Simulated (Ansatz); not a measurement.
**CH3Cl2InSe: up Jacob's ladder to CCSD(T)**

An exercise on one series of results from a longer session: the logs are not shown, and one member is left open.

The runs use Ansatz 0.2.0, Gaussian basis; functionals in def2-TZVPP, the program's frozen cores in correlated methods.

Plan: LDA (SPW92), PBE-D4, revPBE-D4, BLYP-D4, r2SCAN-D4, B97M-V, PBE0-D4, B3LYP-D4, r2SCANh-D4, r2SCAN0-D4, HSE06-D4, BHLYP-D4, CAM-B3LYP-D4, LC-ωPBE, ωB97X-V, ωB97M-V, B2PLYP, PBE-QIDH; CCSD(T)/def2-SVP; MP2/def2-TZVPP; MP2/def2-QZVPP; RPA on PBE.

## The relaxed structure

All runs share one geometry, relaxed beforehand with PBE0-D4 in a triple-zeta def2 set. In takes the def2 core potential; no spin-orbit term is included.

8 atoms, charge 0, spin multiplicity 1.

Atoms are counted from 1 here; the program's logs count them from 0.

Bond lengths: C1–Se2 1.964 Å, C1–H6 1.089 Å, C1–H7 1.086 Å, C1–H8 1.086 Å, Se2–In3 2.466 Å, In3–Cl4 2.322 Å, In3–Cl5 2.308 Å. Angles: Se2–C1–H6 105.2°, Se2–C1–H7 110.8°, Se2–C1–H8 110.5°, H6–C1–H7 109.8°, H6–C1–H8 109.8°, H7–C1–H8 110.6°, C1–Se2–In3 97.6°, Se2–In3–Cl4 118.9°, Se2–In3–Cl5 125.2°, Cl4–In3–Cl5 115.8°.

As a file:

| atom | x (Å) | y (Å) | z (Å) |
| --- | --- | --- | --- |
| C1 | -1.2339 | -0.0024 | 0.9695 |
| Se2 | 0.2881 | 1.2360 | 0.8939 |
| In3 | 1.4712 | 0.1839 | -0.9970 |
| Cl4 | 0.5645 | -1.7187 | -1.9703 |
| Cl5 | 3.4549 | 0.9328 | -1.9091 |
| H6 | -1.8156 | 0.3129 | 1.8343 |
| H7 | -0.8923 | -1.0243 | 1.1092 |
| H8 | -1.8370 | 0.0797 | 0.0696 |

The first run:

The input, in.yaml:

```yaml
crystal:
  periodic: [false, false, false]
  atoms:
    - {symbol: C, position_ang: [-1.233857, -0.002400, 0.969508]}
    - {symbol: Se, position_ang: [0.288125, 1.235984, 0.893853]}
    - {symbol: In, position_ang: [1.471211, 0.183947, -0.996957]}
    - {symbol: Cl, position_ang: [0.564537, -1.718665, -1.970318]}
    - {symbol: Cl, position_ang: [3.454926, 0.932798, -1.909135]}
    - {symbol: H, position_ang: [-1.815621, 0.312874, 1.834295]}
    - {symbol: H, position_ang: [-0.892293, -1.024253, 1.109186]}
    - {symbol: H, position_ang: [-1.837028, 0.079735, 0.069568]}
basis:
  gaussian: {orbitals: def2-TZVPP}
hamiltonian: {xc: lda}
output: {orbitals: {seedname: orbitals}}
```

Command:

```
$ ansatz run in.yaml --threads 4 --pin off --events-out ev --progress --plain --max-ram 10444MiB
```

Among the steps run: LDA; PBE-D4 (GGA); revPBE-D4 (GGA); BLYP-D4 (GGA); r2SCAN-D4 (meta-GGA); B97M-V (meta-GGA); PBE0-D4 (hybrid); B3LYP-D4 (hybrid); r2SCANh-D4 (hybrid); r2SCAN0-D4 (hybrid); HSE06-D4 (hybrid); BHLYP-D4 (hybrid); CAM-B3LYP-D4 (range-separated); LC-ωPBE (range-separated); ωB97X-V (range-separated); ωB97M-V (range-separated); B2PLYP (double hybrid); PBE-QIDH (double hybrid).

One of the session's tables, all rows but one given; the rest of the session is left out.

It belongs to the step «Frontier levels by functional». 

| functional | HOMO (eV) | LUMO (eV) | gap (eV) |
| --- | --- | --- | --- |
| LDA (SPW92) | -6.42 | -3.46 | 2.96 |
| PBE-D4 | -6.25 | -3.14 | 3.12 |
| revPBE-D4 | -6.19 | -3.02 | 3.17 |
| BLYP-D4 | -6.09 | -3.07 | 3.02 |
| r2SCAN-D4 | -6.52 | -2.97 | 3.55 |
| B97M-V | -6.57 | -2.94 | 3.63 |
| PBE0-D4 | -7.38 | -2.32 | 5.06 |
| B3LYP-D4 | -7.15 | -2.60 | 4.55 |
| r2SCANh-D4 | ? | ? | ? |
| r2SCAN0-D4 | -7.55 | -2.22 | 5.33 |
| HSE06-D4 | -6.98 | -2.68 | 4.30 |
| BHLYP-D4 | -8.35 | -1.45 | 6.90 |
| CAM-B3LYP-D4 | -8.64 | -1.39 | 7.25 |
| LC-ωPBE | -9.98 | -0.17 | 9.81 |
| ωB97X-V | -9.64 | -0.32 | 9.33 |
| ωB97M-V | -9.50 | -0.44 | 9.06 |

Q: Estimate the row for r2SCANh-D4 from the others.

Worked estimate for «HOMO (eV)». Against the share of exact exchange, r2SCAN-D4 (0, -6.52), r2SCAN0-D4 (0.25, -7.55) give a slope of -4.12 per unit share; at 0.1 the line stands at -6.93.

The run gave: HOMO (eV): -6.93; LUMO (eV): -2.67; gap (eV): 4.26. In «HOMO (eV)» the line misses by 0.00.
